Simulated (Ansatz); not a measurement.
# ClH₈N₂Si₃ radical + H₂O: a complex and its separated parts

Aim: how far the complex at one end of a reaction step lies below its separated, relaxed parts, level by level.

Method: PBE0-D4/def2-TZVP structures, single points in def2-TZVPP, no counterpoise correction; program: Ansatz 0.2.0, Gaussian basis.

Levels: SPW92, PBE-D4, BLYP-D4, r2SCAN-D4, B97M-V, PBE0-D4, B3LYP-D4, r2SCAN0-D4, BHLYP-D4, CAM-B3LYP-D4, wB97X-V, wB97M-V, B2PLYP, PBE-QIDH, RPA on PBE, Hartree-Fock, MP2, CCSD, CCSD(T).

Correlated methods freeze the cores. Orbitals are unrestricted. B3LYP uses VWN-RPA correlation. B2PLYP carries no dispersion term here.

95 further runs of the same task are left out: 1 that didn't finish, 94 set aside as unsound or not needed.

## (1) Where the work starts

The complex: 17 atoms, charge 0, spin multiplicity 2.

Atoms are counted from 1 here; the program's logs count them from 0.

Bond lengths: Si1–N2 1.770 Å, Si1–N4 1.713 Å, Si1–Cl6 2.296 Å, Si1–O8 1.989 Å, N2–Si3 1.733 Å, N2–H9 1.010 Å, Si3–H10 1.492 Å, Si3–H11 1.488 Å, Si3–H12 1.486 Å, N4–Si5 1.739 Å, N4–H13 1.011 Å, Si5–H14 1.484 Å, Si5–H15 1.490 Å, Si5–H16 1.483 Å, H7–O8 0.965 Å, O8–H17 0.974 Å. Angles: N2–Si1–N4 103.5°, N2–Si1–Cl6 159.1°, N2–Si1–O8 87.9°, N4–Si1–Cl6 95.6°, N4–Si1–O8 101.2°, Cl6–Si1–O8 80.2°, Si1–N2–Si3 129.5°, Si1–N2–H9 113.1°, Si3–N2–H9 115.1°, N2–Si3–H10 112.7°, N2–Si3–H11 110.5°, N2–Si3–H12 108.9°, H10–Si3–H11 106.9°, H10–Si3–H12 108.4°, H11–Si3–H12 109.4°, Si1–N4–Si5 131.4°, Si1–N4–H13 114.3°, Si5–N4–H13 114.1° and more.

Coordinates:

```xyz
17

Si   -0.5167   -1.0872   -0.0005
N    -0.6896   -0.4773   -1.6533
Si   -0.2367    1.0591   -2.3158
N    -0.5322    0.3344    0.9542
Si   -0.1470    0.6002    2.6288
Cl    0.0508   -2.5039    1.7147
H     1.5692   -1.5529   -1.2755
O     1.4294   -1.2906   -0.3571
H    -1.3590   -0.9985   -2.2005
H    -0.8581    2.2053   -1.5903
H     1.2375    1.2449   -2.2376
H    -0.6676    1.1153   -3.7373
H    -0.8919    1.1515    0.4787
H     1.2596    0.2420    2.9384
H    -0.3184    2.0654    2.8371
H    -1.0491   -0.1159    3.5634
H     1.7200   -1.9920    0.2525
```

Its parts: ClH₈N₂Si₃ radical holds atoms 1, 2, 3, 4, 5, 6, 9, 10, 11, 12, 13, 14, 15, 16; H₂O holds atoms 7, 8, 17. Each part counts its atoms afresh in its own runs.

## (2) Relaxing ClH₈N₂Si₃ radical alone

relax-a/in.yaml

```yaml
crystal:
  periodic: [false, false, false]
  atoms:
    - {symbol: Si, position_ang: [-0.516713, -1.087214, -0.000525]}
    - {symbol: N, position_ang: [-0.689615, -0.477324, -1.653304]}
    - {symbol: Si, position_ang: [-0.236653, 1.059149, -2.315811]}
    - {symbol: N, position_ang: [-0.532202, 0.334433, 0.954163]}
    - {symbol: Si, position_ang: [-0.147042, 0.600168, 2.628832]}
    - {symbol: Cl, position_ang: [0.050829, -2.503857, 1.714669]}
    - {symbol: H, position_ang: [-1.359029, -0.998483, -2.200473]}
    - {symbol: H, position_ang: [-0.858139, 2.205263, -1.590332]}
    - {symbol: H, position_ang: [1.237544, 1.244909, -2.237613]}
    - {symbol: H, position_ang: [-0.667560, 1.115339, -3.737316]}
    - {symbol: H, position_ang: [-0.891917, 1.151459, 0.478707]}
    - {symbol: H, position_ang: [1.259611, 0.242022, 2.938435]}
    - {symbol: H, position_ang: [-0.318431, 2.065408, 2.837108]}
    - {symbol: H, position_ang: [-1.049120, -0.115872, 3.563399]}
basis:
  gaussian: {orbitals: def2-TZVP}
magnetization: {spin_polarized: true, initial_magnetization: 1}
hamiltonian: {xc: pbe0, dispersion: d4}
relax: {f_tol: 0.005, max_steps: 200}
```

On the command line:

```console
> ansatz run in.yaml --threads 4 --pin off --events-out ev --progress --plain --max-ram 66560MiB --backend cuda --devices 0, --max-vram 37GiB
```

The runs that follow: Relaxing H₂O alone; SPW92/def2-TZVPP; PBE-D4/def2-TZVPP; BLYP-D4/def2-TZVPP; r2SCAN-D4/def2-TZVPP; B97M-V/def2-TZVPP; PBE0-D4/def2-TZVPP; B3LYP-D4/def2-TZVPP; r2SCAN0-D4/def2-TZVPP; BHLYP-D4/def2-TZVPP; CAM-B3LYP-D4/def2-TZVPP; wB97X-V/def2-TZVPP; wB97M-V/def2-TZVPP; B2PLYP/def2-TZVPP; PBE-QIDH/def2-TZVPP; RPA on PBE/def2-TZVPP; CCSD(T)/def2-TZVPP; Vibrations of ClH₈N₂Si₃ radical; Vibrations of H₂O.

What does the calculation give? Wanted: complex less parts, CCSD(T)/def2-TZVPP; with zero-point energy; largest T1 diagnostic.

**Answer**, as computed:

```
                              quantity         value
complex less parts, CCSD(T)/def2-TZVPP  +36.9 kJ/mol
                with zero-point energy  +47.6 kJ/mol
                 largest T1 diagnostic         0.013
```

**Reading.** At CCSD(T) the complex lies 36.9 kJ/mol above its parts. BHLYP-D4 is the best functional here (+2.6 kJ/mol from CCSD(T)); SPW92 is the worst (-55.5 kJ/mol). Mean unsigned error by rung: LDA 55.5, GGA 13.0, meta-GGA 12.5, hybrid 6.8, range-separated hybrid 9.2, double hybrid 3.6 kJ/mol. PBE-D4 gives a relative energy 18.7 kJ/mol too low, outside chemical accuracy (1 kcal/mol, 4.2 kJ/mol). No counterpoise was applied, and triple zeta lacks some correlation, so the CCSD(T) reference has a basis error of its own, and close matches with it are partly luck.
